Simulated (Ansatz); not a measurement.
**ZrSiH3 (sextet): the correlation ladder, def2-SVP**

One table from this session's results is given with a row withheld; the runs are named, their logs left out.

Method: def2-SVP, core rule «outside noble gas», up to 9 orbitals frozen; program: Ansatz 0.2.0, Gaussian basis.

To be run: UHF; CCSD(T) on ROHF; CCSD(T) on UHF; CISD as a restricted active space (open shells left free, so some higher excitations enter); CCSDT(Q) on ROHF; CCSDT(Q) on UHF; CASSCF and NEVPT2, 11 electrons in 11 orbitals.

27 further runs of the same task are left out: 9 that didn't finish, 18 set aside as unsound or not needed. Runs told in other sessions of the task aren't counted.

**The system**

The geometry is a PBE0/def2-TZVP stationary point (not a proven minimum). No spin-orbit coupling is included. Elements past krypton take def2 core potentials.

5 atoms, charge 0, spin multiplicity 6.

Atoms are counted from 1 here; the program's logs count them from 0.

Bond lengths: Zr1–Si2 2.786 Å, Si2–H3 1.492 Å, Si2–H4 1.492 Å, Si2–H5 1.492 Å. Angles: Zr1–Si2–H3 106.6°, Zr1–Si2–H4 109.0°, Zr1–Si2–H5 109.0°, H3–Si2–H4 110.8°, H3–Si2–H5 110.8°, H4–Si2–H5 110.7°.

The first run:

File in.yaml:

```yaml
crystal:
  periodic: [false, false, false]
  atoms:
    - {symbol: Zr, position_ang: [0.000000, 0.000275, 0.719937]}
    - {symbol: Si, position_ang: [0.000000, 0.000386, -2.065923]}
    - {symbol: H, position_ang: [0.000029, -1.430191, -2.491203]}
    - {symbol: H, position_ang: [1.227362, 0.697273, -2.550771]}
    - {symbol: H, position_ang: [-1.227389, 0.697224, -2.550771]}
basis:
  gaussian: {orbitals: def2-SVP}
magnetization: {spin_polarized: true, initial_magnetization: 5}
hamiltonian: {xc: hf}
output: {orbitals: {seedname: orbitals}}
```

Run with:

```
$ ansatz run in.yaml --threads 1 --pin off --events-out ev --progress --plain --max-ram 2393MiB
```

Among the steps run: UHF; CCSD(T) on ROHF; CCSD(T) on UHF; CISD as a restricted active space (open shells left free, so some higher excitations enter); CCSDT(Q) on ROHF; CCSDT(Q) on UHF; CASSCF and NEVPT2, 11 electrons in 11 orbitals.

One of the session's tables, all rows but one given; the rest of the session is left out.

```
         method  from RCCSDT(Q) (meV)
           ROHF               +4463.3
            UHF               +4328.8
           RMP2                     ?
           UMP2                +960.4
          RCCSD                +127.6
          UCCSD                 +39.9
       RCCSD(T)                 +31.5
       UCCSD(T)                 -54.8
         RCCSDT                  +3.3
         UCCSDT                 -82.6
      RCCSDT(Q)                     0
      UCCSDT(Q)                 -86.0
CASSCF frontier               +3301.8
NEVPT2 frontier               +1180.9
```

**Question.** Estimate the row for RMP2.

As computed: from RCCSDT(Q) (meV): +1054.6. In the column «from RCCSDT(Q) (meV)» it lies between UMP2 (+960.4) and NEVPT2 frontier (+1180.9).

Not comparable, so not listed: CISD as a restricted active space (open shells left free, so some higher excitations enter) (they don't share determinant, frozen orbitals or solution with the rows shown, or repeat one).

To keep in mind: Restricted and unrestricted rows rest on different reference determinants; a gap between their highest levels can come from leftover correlation error, from unlike frozen cores or from another state.
